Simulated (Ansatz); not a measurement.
# CaO: how the settings move a single-point run

Aim: see which settings change the result for CaO, by how much, and at what cost.

Computed with Ansatz 0.2.0 (reference: DFT, LDA, all-electron LAPW, scalar-relativistic; levels and slopes on a fine mesh, independent-particle optical spectra, unless a step's input says otherwise).

## 1. The structure to begin with

Symmetry: Fm-3m, No. 225, cubic system. Conventional cell: a = 4.708 Å, b = 4.708 Å, c = 4.708 Å, α = 90.00°, β = 90.00°, γ = 90.00°. Around Ca (site symmetry m-3m) lie 6 O at 2.35 Å. Around O (site symmetry m-3m) lie 6 Ca at 2.35 Å.

As a file:

```
Ca O
1.0
     0.00000    2.35395    2.35395
     2.35395    0.00000    2.35395
     2.35395    2.35395    0.00000
Ca O
1 1
Direct
  0.00000 0.00000 0.00000
  0.50000 0.50000 0.50000
```

## 2. Reference

input.yaml reads:

```yaml
crystal:
  lattice:
    - [0.0, 2.35394981088, 2.35394981088]
    - [2.35394981088, 0.0, 2.35394981088]
    - [2.35394981088, 2.35394981088, 0.0]
  atoms:
    - { symbol: Ca, position: [0.0, 0.0, 0.0] }
    - { symbol: O, position: [0.5, 0.5, 0.5] }
kpoints:
  mp_grid: { grid: [8, 8, 8] }
scf:
  occupations: { method: fixed }
hamiltonian:
  xc: lda
  pseudopotentials: { kind: all_electron, lapw: { basis_error: 0.001 } }
output:
  forces: true
  stress: true
  eigenvalues: true
  eigenstates:
    nscf_kmesh: { grid: [14, 14, 14] }
    de_dk: true
    e_range: [-9, 13.45058130632]
  optics:
    e_range: [0, 20]
    de: 0.2
    sigma: 0.2
    bands: { spectra_wanted_up_to: 20 }
    nscf_kmesh: { grid: [14, 14, 14] }
checkpoint:
  write: ck
  write_wavefunctions: false
```

On the command line:

```sh
ansatz run input.yaml --threads 1 --pin off --max-ram 3072MiB --backend cpu --events-out ev --progress --plain --runs-dir out
```

## 3. Variant: mixing.algorithm msr1, mixing.beta 0.3

input.yaml: that of step 2 with these lines changed.

```diff
@@ -12,2 +12,3 @@
   occupations: { method: fixed }
+  mixing: { algorithm: msr1, beta: 0.3 }
 hamiltonian:
```

Before running it: what results should come out? Wanted: for each run, ending; energy change; pressure; gap; force.

**Answer**, as computed:

| run | ending | energy change | pressure (GPa) | gap (eV) | force (eV/Å) | cycles | time |
| --- | --- | --- | --- | --- | --- | --- | --- |
| reference | converged | 0 | 0.0 | 3.45 | 0.00 | - | 33 s |
| 1: mixing.algorithm msr1, mixing.beta 0.3 | converged | 0.0 meV/atom | 0.0 | 3.45 | 0.00 | 9 | 33 s |

Residual by cycle in the longest SCF loop of each run; runs are numbered as in the table. The quantity is the density residual dr2, in eV.

| cycle | reference | run 1 |
| --- | --- | --- |
| 1 | 2.27 | 2.27 |
| 2 | 0.562 | 0.119 |
| 3 | 0.12 | 0.0785 |
| 4 | 0.0149 | 2.5e-4 |
| 5 | 0.00425 | 1.5e-5 |
| 6 | 6.4e-5 | 6.1e-8 |
| 7 | 3.8e-7 | 7.8e-10 |
| 8 | 8.7e-11 | 4.4e-11 |
| 9 | 4.2e-13 | 4.4e-14 |

What this shows: Energy and cycle count are those of the reference, so the change (mixing) left the result and the number of cycles as they were.

The gaps are Kohn-Sham values of a semilocal functional, not quasiparticle or optical gaps. Such gaps usually fall short of the measured ones.
